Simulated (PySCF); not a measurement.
# One shape, several levels: triplet SiH2Br−

Aim: a comparison of 3 runs (UMP2/STO-6G, ROCCSD(T)/STO-6G, FCI/STO-6G) of triplet SiH2Br−. Input form: a Python script.

The results are computed with PySCF 2.14.0.

6 further runs of the same task are left out: 6 set aside as unsound or not needed.

## Step 1: The molecule

SiH2Br− has 4 atoms, charge -1, and is taken as a triplet. As SMILES of the parent species, `[SiH2-]Br`. The shape is that of a GFN2-xTB optimisation. That shape belongs to the parent species and isn't relaxed for this state.

Bond lengths: Si1–Br2 2.425 Å, Si1–H3 1.496 Å, Si1–H4 1.496 Å. Angles: Br2–Si1–H3 94.3°, Br2–Si1–H4 94.3°, H3–Si1–H4 98.4°.

## Step 2: The energy at UMP2/STO-6G (run 1)

File job.py:

```python
from pyscf import gto, scf, mp

mol = gto.Mole()
mol.atom = '''
Si    -0.191960    -0.343010    -0.619410
Br     1.687710    -0.271360     0.911070
H     -1.209900    -0.529990     0.461390
H     -0.285850     1.144360    -0.753060
'''
mol.max_memory = 1860
mol.basis = 'sto-6g'
mol.charge = -1
mol.spin = 2
mol.verbose = 3
mol.build()

mf = scf.UHF(mol)
mf.conv_tol = 1e-10
mf.kernel()
if not mf.converged:
    mf = mf.newton().run(mf.mo_coeff, mf.mo_occ)

pt = mp.MP2(mf, frozen=14).run()
e_tot = pt.e_tot
print('E(%s) = %.9f' % ('MP2', e_tot))
```

On the command line:

```
$ OMP_NUM_THREADS=1 python job.py
```

What it wrote:

```text
WARN: HOMO 0.0686043750349187 >= LUMO -0.218607090666252

converged SCF energy = -2848.39494808124  <S^2> = 2.0046835  2S+1 = 3.0031207
E(UMP2) = -2848.41975529044  E_corr = -0.0248072092003595
E(SCS-UMP2) = -2848.4238482372  E_corr = -0.0289001559613649
E(MP2) = -2848.419755290
```

It took 1.6 s on 1 thread of Arm Neoverse V1, shared host; peak memory 0.12 GiB.

## Step 3: A single-point energy at ROCCSD(T)/STO-6G (run 2)

File calc.py:

```python
from pyscf import gto, cc

mol = gto.M(
    atom='''
Si    -0.191960    -0.343010    -0.619410
Br     1.687710    -0.271360     0.911070
H     -1.209900    -0.529990     0.461390
H     -0.285850     1.144360    -0.753060
''',
    max_memory=1860,
    basis='sto-6g',
    verbose=4,
    spin=2,
    charge=-1,
)

hf = mol.ROHF()
hf.conv_tol = 1e-10
hf.kernel()
if not hf.converged:
    hf = hf.newton().run(hf.mo_coeff, hf.mo_occ)

mycc = cc.CCSD(hf, frozen=14)
mycc.kernel()
e_t = mycc.ccsd_t()
etot = mycc.e_tot + e_t
print('E(%s) = %.9f' % ('CCSD(T)', etot))
```

On the command line:

```
$ OMP_NUM_THREADS=1 python calc.py
```

What it wrote:

```text
PySCF version 2.14.0

[INPUT] num. atoms = 4
[INPUT] num. electrons = 52
[INPUT] charge = -1
[INPUT] spin (= nelec alpha-beta = 2S) = 2
[INPUT] symmetry False subgroup None
[INPUT] Mole.unit = angstrom
[INPUT] Symbol           X                Y                Z      unit          X                Y                Z       unit  Magmom
[INPUT]  1 Si    -0.191960000000  -0.343010000000  -0.619410000000 AA   -0.362751826872  -0.648194957987  -1.170515258817 Bohr   0.0
[INPUT]  2 Br     1.687710000000  -0.271360000000   0.911070000000 AA    3.189309677690  -0.512796081162   1.721672780307 Bohr   0.0
[INPUT]  3 H     -1.209900000000  -0.529990000000   0.461390000000 AA   -2.286379638111  -1.001535948758   0.871900736613 Bohr   0.0
[INPUT]  4 H     -0.285850000000   1.144360000000  -0.753060000000 AA   -0.540178212707   2.162526987907  -1.423077155365 Bohr   0.0

nuclear repulsion = 129.644243483667
number of shells = 15
number of NR pGTOs = 174
number of NR cGTOs = 29
basis = sto-6g
ecp = {}

[... 37 lines left out ...]
converged SCF energy = -2848.39411184799
[... 1 line left out ...]
WARN: RCCSD method does not support ROHF method. ROHF object is converted to UHF object and UCCSD method is called.
[... 12 lines left out ...]
Init t2, MP2 energy = -0.0245051590690569
[... 13 lines left out ...]
UCCSD converged
[... 2 lines left out ...]
E(CCSD(T)) = -2848.433680100
```

It took 1.7 s on 1 thread of Arm Neoverse V1, shared host; peak memory 0.12 GiB.

## Step 4: A single-point energy at FCI/STO-6G (run 3)

File run.py:

```python
from pyscf import gto, scf, mcscf

molecule = gto.M(
    atom='Si -0.191960 -0.343010 -0.619410; Br 1.687710 -0.271360 0.911070; H -1.209900 -0.529990 0.461390; H -0.285850 1.144360 -0.753060',
    spin=2,
    charge=-1,
    basis='sto-6g',
    max_memory=1860,
    verbose=4,
)

mf = scf.ROHF(molecule)
mf.conv_tol = 1e-10
mf.kernel()
if not mf.converged:
    mf = mf.newton().run(mf.mo_coeff, mf.mo_occ)

cas = mcscf.CASCI(mf, mf.mo_coeff.shape[-1] - 14, (molecule.nelec[0] - 14, molecule.nelec[1] - 14))  # full CI above the frozen core
cas.fix_spin_(ss=2.0)
cas.kernel()
e_tot = cas.e_tot
print('Final energy', e_tot)
```

On the command line:

```
$ OMP_NUM_THREADS=1 python run.py
```

What it wrote:

```text
PySCF version 2.14.0

[INPUT] num. atoms = 4
[INPUT] num. electrons = 52
[INPUT] charge = -1
[INPUT] spin (= nelec alpha-beta = 2S) = 2
[INPUT] symmetry False subgroup None
[INPUT] Mole.unit = angstrom
[INPUT] Symbol           X                Y                Z      unit          X                Y                Z       unit  Magmom
[INPUT]  1 Si    -0.191960000000  -0.343010000000  -0.619410000000 AA   -0.362751826872  -0.648194957987  -1.170515258817 Bohr   0.0
[INPUT]  2 Br     1.687710000000  -0.271360000000   0.911070000000 AA    3.189309677690  -0.512796081162   1.721672780307 Bohr   0.0
[INPUT]  3 H     -1.209900000000  -0.529990000000   0.461390000000 AA   -2.286379638111  -1.001535948758   0.871900736613 Bohr   0.0
[INPUT]  4 H     -0.285850000000   1.144360000000  -0.753060000000 AA   -0.540178212707   2.162526987907  -1.423077155365 Bohr   0.0

nuclear repulsion = 129.644243483667
number of shells = 15
number of NR pGTOs = 174
number of NR cGTOs = 29
basis = sto-6g
ecp = {}

******** <class 'pyscf.scf.rohf.ROHF'> ********
method = ROHF
initial guess = minao
damping factor = 0
level_shift factor = 0
DIIS = <class 'pyscf.scf.diis.CDIIS'>
diis_start_cycle = 1
diis_space = 8
diis_damp = 0
SCF conv_tol = 1e-10
SCF conv_tol_grad = None
SCF max_cycles = 50
direct_scf = True
direct_scf_tol = 1e-13
num. doubly occ = 25  num. singly occ = 2
Set gradient conv threshold to 1e-05
init E= -2845.0312823789
  HOMO = 0.0686043750349116  LUMO = 0.316783648975138  gap/eV = 6.75330
cycle= 1 E= -2848.36010040304  delta_E= -3.33  |g|= 0.159  |ddm|= 2.01
  HOMO = 0.468081745126393  LUMO = 0.773023326568261  gap/eV = 8.29788
cycle= 2 E= -2848.3923981715  delta_E= -0.0323  |g|= 0.0294  |ddm|= 0.528
  HOMO = 0.46774929228881  LUMO = 0.789848118039023  gap/eV = 8.76476
cycle= 3 E= -2848.39401519337  delta_E= -0.00162  |g|= 0.00747  |ddm|= 0.142
  HOMO = 0.465979147613029  LUMO = 0.787077310785848  gap/eV = 8.73753
cycle= 4 E= -2848.39410092193  delta_E= -8.57e-05  |g|= 0.00205  |ddm|= 0.0344
  HOMO = 0.467351283385964  LUMO = 0.788457989809653  gap/eV = 8.73776
cycle= 5 E= -2848.39411145207  delta_E= -1.05e-05  |g|= 0.000419  |ddm|= 0.0117
  HOMO = 0.467311364048534  LUMO = 0.788417514118634  gap/eV = 8.73774
cycle= 6 E= -2848.39411183469  delta_E= -3.83e-07  |g|= 6.66e-05  |ddm|= 0.00264
  HOMO = 0.467282378418644  LUMO = 0.788393313721867  gap/eV = 8.73787
cycle= 7 E= -2848.39411184748  delta_E= -1.28e-08  |g|= 1.38e-05  |ddm|= 0.000514
  HOMO = 0.467279895955318  LUMO = 0.788390728862004  gap/eV = 8.73787
cycle= 8 E= -2848.39411184797  delta_E= -4.92e-10  |g|= 3.03e-06  |ddm|= 9.63e-05
  HOMO = 0.467279152287226  LUMO = 0.788389712923504  gap/eV = 8.73786
cycle= 9 E= -2848.39411184799  delta_E= -2.09e-11  |g|= 2.68e-07  |ddm|= 1.53e-05
  HOMO = 0.467279021991026  LUMO = 0.788389543415918  gap/eV = 8.73786
Extra cycle  E= -2848.39411184799  delta_E= 6.82e-12  |g|= 8.59e-08  |ddm|= 1.03e-06
converged SCF energy = -2848.39411184799

******** <class 'pyscf.mcscf.casci.CASCI'> ********
CAS (13e+11e, 15o), ncore = 14, nvir = 0
natorb = False
canonicalization = True
sorting_mo_energy = False
******** <class 'pyscf.fci.addons.SpinPenaltyFCISolver'> ********
max. cycles = 200
conv_tol = 1e-08
davidson only = True
linear dependence = 1e-12
level shift = 0.001
max iter space = 12
nroots = 1
pspace_size = 400
spin = None
Density matrix diagonal elements [1.99999935 1.99999978 1.99999982 1.99999999 1.99999999 1.99871943
 1.98179149 1.96630867 1.99343667 1.99841622 1.99835533 1.00444909
 1.00111145 0.02934851 0.02806421]
CASCI converged
CASCI E = -2848.43379764899  E(CI) = -178.898360262887  S^2 = 2.0000000
Final energy -2848.433797648994
```

It took 6.9 s on 1 thread of Arm Neoverse V1, shared host; peak memory 0.15 GiB.

## Step 5: Overview of the runs

```
run             level   energy (Eh)  correlation energy (mEh)   ⟨S²⟩  wall time
  1       UMP2/STO-6G  -2848.419755                     -24.8  2.005      1.6 s
  2  ROCCSD(T)/STO-6G  -2848.433680                     -39.6  2.000      1.7 s
  3        FCI/STO-6G  -2848.433798                     -39.7      –      6.9 s
```

## Step 6: Summary of results

```
                                           quantity           value
                                run 3: total energy  -2848.43380 Eh
run 3: correlation energy (14 core orbitals frozen)       -39.7 mEh
```

**Reading.** Against full CI in this basis: UMP2 +14.0 mEh; ROCCSD(T) +0.1 mEh. In runs 1, 2, 3 the HOMO lies above zero, so the outermost electron may be held by the basis alone. In runs 1, 2, 3 the basis is minimal, so the values are rough. All runs together took 10 s, the longest 6.9 s.
